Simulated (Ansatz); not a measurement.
# C2H9NOSi: the cost of one run

Computed with Ansatz 0.2.0, driven from Python. Level of theory: PBE0/cc-pVDZ.

### Step 1. The system

Bond lengths: C1–C2 1.538 Å, C2–N3 1.481 Å, N3–Si4 1.591 Å, Si4–O5 1.672 Å, C1–H6 1.150 Å, C1–H7 1.045 Å, C1–H8 1.105 Å, C2–H9 1.098 Å, C2–H10 1.100 Å, N3–H11 1.025 Å, Si4–H12 1.478 Å, Si4–H13 1.541 Å, O5–H14 0.931 Å. Angles (14 of 22 angles, heavy atoms first): C1–C2–N3 113.3°, C2–N3–Si4 127.1°, N3–Si4–O5 105.1°, C1–C2–H9 104.4°, C1–C2–H10 110.8°, N3–C2–H9 111.2°, N3–C2–H10 111.6°, C2–C1–H6 107.0°, C2–C1–H7 113.0°, C2–C1–H8 108.1°, C2–N3–H11 106.0°, Si4–N3–H11 110.2°, N3–Si4–H12 111.9°, N3–Si4–H13 111.3°.

c2h9nosi.yaml, read by the script:

```yaml
crystal:
  periodic: [false, false, false]
  atoms:
    - { symbol: C, position_ang: [0.6288, -0.1661, 1.8417] }
    - { symbol: C, position_ang: [0.984, 0.4553, 0.4799] }
    - { symbol: "N", position_ang: [0.29, -0.1907, -0.6581] }
    - { symbol: Si, position_ang: [-1.1889, 0.0962, -1.1683] }
    - { symbol: O, position_ang: [-1.3065, -0.6984, -2.6349] }
    - { symbol: H, position_ang: [-0.4823, 0.0589, 2.0344] }
    - { symbol: H, position_ang: [0.8049, -1.1953, 1.8784] }
    - { symbol: H, position_ang: [1.1918, 0.3747, 2.6241] }
    - { symbol: H, position_ang: [2.0725, 0.3363, 0.4013] }
    - { symbol: H, position_ang: [0.8174, 1.5427, 0.4913] }
    - { symbol: H, position_ang: [0.435, -1.1986, -0.5428] }
    - { symbol: H, position_ang: [-1.4441, 1.5429, -1.3323] }
    - { symbol: H, position_ang: [-2.2378, -0.5081, -0.2147] }
    - { symbol: H, position_ang: [-0.5779, -0.479, -3.1712] }
basis:
  gaussian: { orbitals: cc-pVDZ }
hamiltonian:
  xc: pbe0
output:
  forces: true
```

### Step 2. The script

File deck.py:

```python
"""Run C2H9NOSi from an input written out key by key."""

import ansatz as az
import numpy as np
import pandas as pd


def main() -> None:
    session = az.Session.from_deck("c2h9nosi.yaml")
    rep = session.plan(threads=1).execute().report

    for key in ("converged", "free_energy_ev", "reference_energy_ev", "n_frozen", "n_occupied", "n_virtual"):
        print(f"{key:22s} {rep[key]}")
    symbols = ["C", "C", "N", "Si", "O", "H", "H", "H", "H", "H", "H", "H", "H", "H"]
    field = rep["mean_field"]
    print("<S^2> =", round(abs(field["state"]["spin_squared"]), 4), " all-electron relativity setting:", field["relativity"])
    print("passes:", field["passes"])
    if "symmetry" in field:
        print("occupied orbitals by irrep:", field["symmetry"]["occupied"])

    print("forces (eV/A)")
    for symbol, f in zip(symbols, rep["forces_ev_ang"]):
        print(f"  {symbol:2s} {f[0]:9.4f} {f[1]:9.4f} {f[2]:9.4f}")
    charges = rep["charge_distribution"]
    table = pd.DataFrame({"atom": symbols, "mulliken": charges["mulliken_charges_e"], "lowdin": charges["lowdin_charges_e"]})
    print(table.round(3).to_string())
    print("dipole (e A):", np.round(charges["dipole_moment_e_ang"], 4) + 0.0)


if __name__ == "__main__":
    main()
```

### Step 3. The run

Started as:

```
> python deck.py
```

Q: Estimate wall time and peak memory on 1 thread of Arm Neoverse V1, shared host.

About 6.7 s, with a peak of 0.34 GiB.
